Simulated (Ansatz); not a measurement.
# C₆H₇ClO₂Zr: ionisation energy by level of theory

The task here is to estimate one member of a computed series from the others.

Method: unrestricted cation, the program's frozen cores in correlated methods; program: Ansatz 0.2.0, Gaussian basis.

The runs, in order: UKS PBE-D4/def2-TZVPP; UKS r2SCAN-D4/def2-TZVPP; UKS PBE0-D4/def2-TZVPP; UKS B3LYP-D4/def2-TZVPP; UKS wB97X-V/def2-TZVPP; UKS wB97M-V/def2-TZVPP; UKS B2PLYP/def2-TZVPP; then −ε(HOMO) from the neutral's earlier runs with LDA (SPW92), PBE-D4, revPBE-D4, BLYP-D4, r2SCAN-D4, B97M-V, PBE0-D4, B3LYP-D4, r2SCANh-D4, r2SCAN0-D4, HSE06-D4, BHLYP-D4, CAM-B3LYP-D4, LC-ωPBE, ωB97X-V, ωB97M-V.

1 further run of the same task is left out (it didn't finish).

## The relaxed structure

All runs share one geometry, relaxed beforehand with PBE0-D4 in a triple-zeta def2 set. Zr takes the def2 core potential; no spin-orbit term is included.

17 atoms, charge 0, spin multiplicity 1.

Atoms are counted from 1 here; the program's logs count them from 0.

Bond lengths: O1–Zr2 1.909 Å, O1–H11 0.953 Å, Zr2–O3 1.909 Å, Zr2–Cl4 2.372 Å, Zr2–C5 2.209 Å, O3–H12 0.953 Å, C5–C6 1.400 Å, C5–C10 1.400 Å, C6–C7 1.387 Å, C6–H13 1.087 Å, C7–C8 1.388 Å, C7–H14 1.085 Å, C8–C9 1.388 Å, C8–H15 1.084 Å, C9–C10 1.387 Å, C9–H16 1.085 Å, C10–H17 1.087 Å. Angles: Zr2–O1–H11 164.1°, O1–Zr2–O3 114.7°, O1–Zr2–Cl4 111.4°, O1–Zr2–C5 105.5°, O3–Zr2–Cl4 111.4°, O3–Zr2–C5 105.5°, Cl4–Zr2–C5 107.8°, Zr2–O3–H12 163.4°, Zr2–C5–C6 121.3°, Zr2–C5–C10 121.2°, C6–C5–C10 117.4°, C5–C6–C7 121.5°, C5–C6–H13 120.0°, C7–C6–H13 118.5°, C6–C7–C8 119.9°, C6–C7–H14 120.1°, C8–C7–H14 120.0°, C7–C8–C9 119.9° and more.

Set-up of the first run:

Contents of in.yaml:

```yaml
crystal:
  periodic: [false, false, false]
  atoms:
    - {symbol: O, position_ang: [0.974701, -1.746691, -2.646146]}
    - {symbol: Zr, position_ang: [1.765526, -0.730315, -1.237279]}
    - {symbol: O, position_ang: [2.819179, -1.748442, -0.013452]}
    - {symbol: Cl, position_ang: [2.974189, 1.126512, -2.084959]}
    - {symbol: C, position_ang: [0.072428, 0.048594, -0.050755]}
    - {symbol: C, position_ang: [-1.162302, 0.334746, -0.646408]}
    - {symbol: C, position_ang: [-2.201822, 0.899819, 0.077840]}
    - {symbol: C, position_ang: [-2.027845, 1.190945, 1.423283]}
    - {symbol: C, position_ang: [-0.816181, 0.914894, 2.040463]}
    - {symbol: C, position_ang: [0.218281, 0.349638, 1.309164]}
    - {symbol: H, position_ang: [0.809336, -2.381686, -3.337372]}
    - {symbol: H, position_ang: [3.410031, -2.392028, 0.367496]}
    - {symbol: H, position_ang: [-1.324192, 0.111103, -1.697866]}
    - {symbol: H, position_ang: [-3.149288, 1.113071, -0.405266]}
    - {symbol: H, position_ang: [-2.838717, 1.631960, 1.992448]}
    - {symbol: H, position_ang: [-0.679716, 1.140045, 3.092729]}
    - {symbol: H, position_ang: [1.156383, 0.137837, 1.816070]}
basis:
  gaussian: {orbitals: def2-TZVPP}
total_charge: 1
magnetization: {spin_polarized: true, initial_magnetization: 1}
hamiltonian: {xc: pbe, dispersion: d4}
```

Run with:

```sh
> ansatz run in.yaml --threads 4 --pin off --events-out ev --progress --plain --max-ram 66560MiB --backend cuda --devices 0, --max-vram 37GiB
```

Steps of the session up to this table: Cation, UKS PBE-D4/def2-TZVPP; Cation, UKS r2SCAN-D4/def2-TZVPP; Cation, UKS PBE0-D4/def2-TZVPP; Cation, UKS B3LYP-D4/def2-TZVPP; Cation, UKS wB97X-V/def2-TZVPP; Cation, UKS wB97M-V/def2-TZVPP; Cation, UKS B2PLYP (frozen core)/def2-TZVPP.

One of the session's tables, all rows but one given; the rest of the session is left out.

For comparison, −ε(HOMO) of the neutral from earlier runs:

```
  functional  −ε(HOMO) (eV)
 LDA (SPW92)           6.29
      PBE-D4           6.16
   revPBE-D4           6.10
     BLYP-D4           6.03
   r2SCAN-D4           6.42
      B97M-V           6.39
     PBE0-D4           7.24
    B3LYP-D4           7.00
  r2SCANh-D4              ?
  r2SCAN0-D4           7.38
    HSE06-D4           6.85
    BHLYP-D4           7.99
CAM-B3LYP-D4           8.39
     LC-ωPBE           9.68
     ωB97X-V           9.34
     ωB97M-V           9.26
```

Q: Estimate the row for r2SCANh-D4 from the others.

Worked estimate for «−ε(HOMO) (eV)». Against the share of exact exchange, r2SCAN-D4 (0, 6.42), r2SCAN0-D4 (0.25, 7.38) give a slope of 3.84 per unit share; at 0.1 the line stands at 6.80.

As computed: −ε(HOMO) (eV): 6.82. In «−ε(HOMO) (eV)» the line misses by -0.02.
